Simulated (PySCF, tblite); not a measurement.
**C₇H₁₅OP: geometry, infrared bands and NMR shifts**

What infrared bands and NMR shifts should C₇H₁₅OP (`CO[C@@H]1C[C@H](C)CP1C`) show?

The runs use tblite 0.8.0 and PySCF 2.14.0, with density-fitted response routines of our own; the level of theory stands in each step. All values are computed, except where a source is named. Atoms count from 0, in the outputs and in this text.

## Step 1: The starting structure

24 atoms, charge 0, multiplicity 1; geometry from: force field or distance geometry start.

Bonds of the start (Å): C0–O1 1.41, O1–C2 1.43, C2–C3 1.52, C3–C4 1.52, C4–C5 1.51, C4–C6 1.54, C6–P7 1.86, P7–C8 1.83, P7–C2 1.89, C0–H9 1.09, C0–H10 1.10, C0–H11 1.10, C2–H12 1.09, C3–H13 1.10, C3–H14 1.10, C4–H15 1.09, C5–H16 1.10, C5–H17 1.09, C5–H18 1.09, C6–H19 1.10, C6–H20 1.09, C8–H21 1.10, C8–H22 1.10, C8–H23 1.10.

## Step 2: Relaxing the molecule with GFN2-xTB

Job settings and geometry (Å):

```
{"job": {"kind": "relax", "xc": "GFN2-xTB", "basis": "xTB"}, "charge": 0, "multiplicity": 1}
C     -3.224900    -0.719600     0.177600
O     -1.953600    -0.596000     0.765800
C     -0.886900    -0.602800    -0.184200
C      0.417200    -0.915900     0.531400
C      1.552300    -0.622200    -0.430500
C      2.917200    -0.774700     0.209000
C      1.318800     0.810300    -0.948000
P     -0.524900     0.998600    -1.116600
C     -0.836400     2.202600     0.230100
H     -3.319400    -1.657000    -0.372800
H     -3.442900     0.129400    -0.482300
H     -3.984800    -0.725000     0.978200
H     -1.079700    -1.383500    -0.923400
H      0.518800    -0.332400     1.457700
H      0.424400    -1.965500     0.855700
H      1.488300    -1.318700    -1.271100
H      3.035600    -0.103000     1.075700
H      3.716300    -0.546200    -0.503800
H      3.070800    -1.798100     0.566100
H      1.714200     1.552700    -0.235500
H      1.807100     0.970900    -1.904800
H     -0.464800     3.193700    -0.059200
H     -0.352300     1.928700     1.180400
H     -1.922100     2.293300     0.412100
```

Command:

```console
OMP_NUM_THREADS=1 python probes_run.py task.json out
```

This one command runs all jobs of the session in turn.

**Question.** This job is followed by: GFN2-xTB harmonic vibrations, gas phase; GIAO PBE0/pcSseg-1 NMR shielding, non-relativistic, gas phase. Predict these results of the whole session: strongest single infrared mode (GFN2-xTB); zero-point energy (GFN2-xTB); ¹³C shifts against TMS (PBE0/pcSseg-1); ¹H shifts against TMS (PBE0/pcSseg-1, means over atoms taken as alike); ¹⁷O shifts against H2O (PBE0/pcSseg-1); ³¹P shifts against H3PO4 (PBE0/pcSseg-1); surface potential, 1st and 99th percentile.

The runs gave:

| quantity | value |
| --- | --- |
| strongest single infrared mode (GFN2-xTB) | 1124 cm⁻¹, 65 km/mol |
| zero-point energy (GFN2-xTB) | 129.8 kcal/mol |
| ¹³C shifts against TMS (PBE0/pcSseg-1) | 89.3, 61.3, 43.8, 39.4, 35.2, 23.8, 11.8 ppm |
| ¹H shifts against TMS (PBE0/pcSseg-1, means over atoms taken as alike) | 4.00, 3.53, 2.19, 2.02, 1.62, 1.62, 1.16, 0.94, 0.87 ppm |
| ¹⁷O shifts against H2O (PBE0/pcSseg-1) | 29.8 ppm |
| ³¹P shifts against H3PO4 (PBE0/pcSseg-1) | -55.6 ppm |
| surface potential, 1st and 99th percentile | -1.36 V and 0.65 V |

In words: The optimisation took 48 steps and gained 0.117 eV; among the close pairs (by a distance rule), O1–C2 changed most, from 1.428 to 1.403 Å. No mode is imaginary among the 66: a minimum at this level. The strongest single mode, at 1124 cm⁻¹, is spread over many atoms; the largest shares are those of O1, C2. Unscaled tight-binding wavenumbers are off by several per cent, some by more. Its intensities can rank the bands wrongly. C2 (sp3 CH bonded to O and P) lies farthest downfield among carbon, at 89.3 ppm; pulled downfield by the heteroatom. The most deshielded hydrogen is H12 (hydrogen on an sp3 CH bonded to O and P), at 4.00 ppm: its carbon carries O, hence the downfield position. At PBE0/pcSseg-1: Shielding is most anisotropic at P7 (span 117 ppm, paramagnetic term -594 ppm).
